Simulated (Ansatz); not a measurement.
# Ge₂H₂ (triplet): the correlation ladder, cc-pVDZ

Aim: climb from Hartree-Fock through coupled cluster and multireference methods for Ge₂H₂ (triplet) at one geometry and basis, and see what each rung misses.

Program: Ansatz 0.2.0, Gaussian basis. Level of theory: cc-pVDZ, core rule «outside noble gas», up to 28 orbitals frozen. These are calculated values, not measurements.

Plan: UHF; CCSD(T) on ROHF; CCSD(T) on UHF; BCCD(T) on ROHF; CISD; CCSDT(Q) on ROHF; CCSDT(Q) on UHF; CCSDTQ on ROHF; CASSCF and MRCISD+Q, 10 electrons in 10 orbitals; CASSCF and NEVPT2, 10 electrons in 10 orbitals.

6 further runs of the same task are left out: 6 set aside as unsound or not needed.

### Step 1. The system

The geometry is a PBE0/def2-TZVP stationary point (not a proven minimum). No spin-orbit coupling is included. The filled d shell of Ge may be among the frozen orbitals whatever the setting's name suggests; the logs give the count.

4 atoms, charge 0, spin multiplicity 3.

Atoms are counted from 1 here; the program's logs count them from 0.

Bond lengths: Ge1–Ge2 2.407 Å, Ge1–H3 1.581 Å, Ge2–H4 1.581 Å. Angles: Ge2–Ge1–H3 103.7°, Ge1–Ge2–H4 103.7°.

### Step 2. UHF

The input, in.yaml:

```yaml
crystal:
  periodic: [false, false, false]
  atoms:
    - {symbol: Ge, position_ang: [0.000000, -0.062489, 1.201709]}
    - {symbol: Ge, position_ang: [0.000000, 0.062489, -1.201709]}
    - {symbol: H, position_ang: [0.000000, 1.452439, 1.654456]}
    - {symbol: H, position_ang: [0.000000, -1.452439, -1.654456]}
basis:
  gaussian: {orbitals: cc-pVDZ}
magnetization: {spin_polarized: true, initial_magnetization: 2}
hamiltonian: {xc: hf}
output: {orbitals: {seedname: orbitals}}
```

Launch:

```bash
ansatz run in.yaml --threads 1 --pin off --events-out ev --progress --plain --max-ram 4096MiB --backend cpu
```

The runs that follow: CCSD(T) on ROHF; CCSD(T) on UHF; BCCD(T) on ROHF; CISD; CCSDT(Q) on ROHF; CCSDT(Q) on UHF; CCSDTQ on ROHF; CASSCF and MRCISD+Q, 10 electrons in 10 orbitals; CASSCF and NEVPT2, 10 electrons in 10 orbitals.

Before running them: what should the planned runs give, taken together? Wanted: RCCSDTQ below the RHF energy; RMP2 from RCCSDTQ; UMP2 from RCCSDTQ; RCCSD from RCCSDTQ; RCCSD(T) from RCCSDTQ; UCCSD(T) from RCCSDTQ; RCCSDT(Q) from RCCSDTQ; UCCSDT(Q) from RCCSDTQ; NEVPT2 valence from RCCSDTQ.

**Answer**, as computed:

| quantity | value |
| --- | --- |
| RCCSDTQ below the RHF energy | -5.4022 eV |
| RMP2 from RCCSDTQ | +112.4 kJ/mol |
| UMP2 from RCCSDTQ | +120.8 kJ/mol |
| RCCSD from RCCSDTQ | +24.8 kJ/mol |
| RCCSD(T) from RCCSDTQ | +5.5 kJ/mol |
| UCCSD(T) from RCCSDTQ | +5.1 kJ/mol |
| RCCSDT(Q) from RCCSDTQ | +0.1 kJ/mol |
| UCCSDT(Q) from RCCSDTQ | -0.5 kJ/mol |
| NEVPT2 valence from RCCSDTQ | +80.6 kJ/mol |
| MRCISD+Q valence from RCCSDTQ | +1.0 kJ/mol |
| levels within 1 kcal/mol (43 meV) | RCCSDT, UCCSDT, RCCSDT(Q), UCCSDT(Q), MRCISD+Q valence |
| T1 diagnostic | 0.024 |
| effectively unpaired electrons | 2.06 |

RCCSD(T) lands +5.5 kJ/mol from the yardstick (1.1 % of the correlation energy). One determinant dominates. Of the multireference levels listed MRCISD+Q valence comes nearest in total energy (+1.0 kJ/mol), which doesn't show that its space is the better one. These misses are within one basis, not against nature; the frozen cores of restricted and unrestricted runs differ, which can shift their rows.
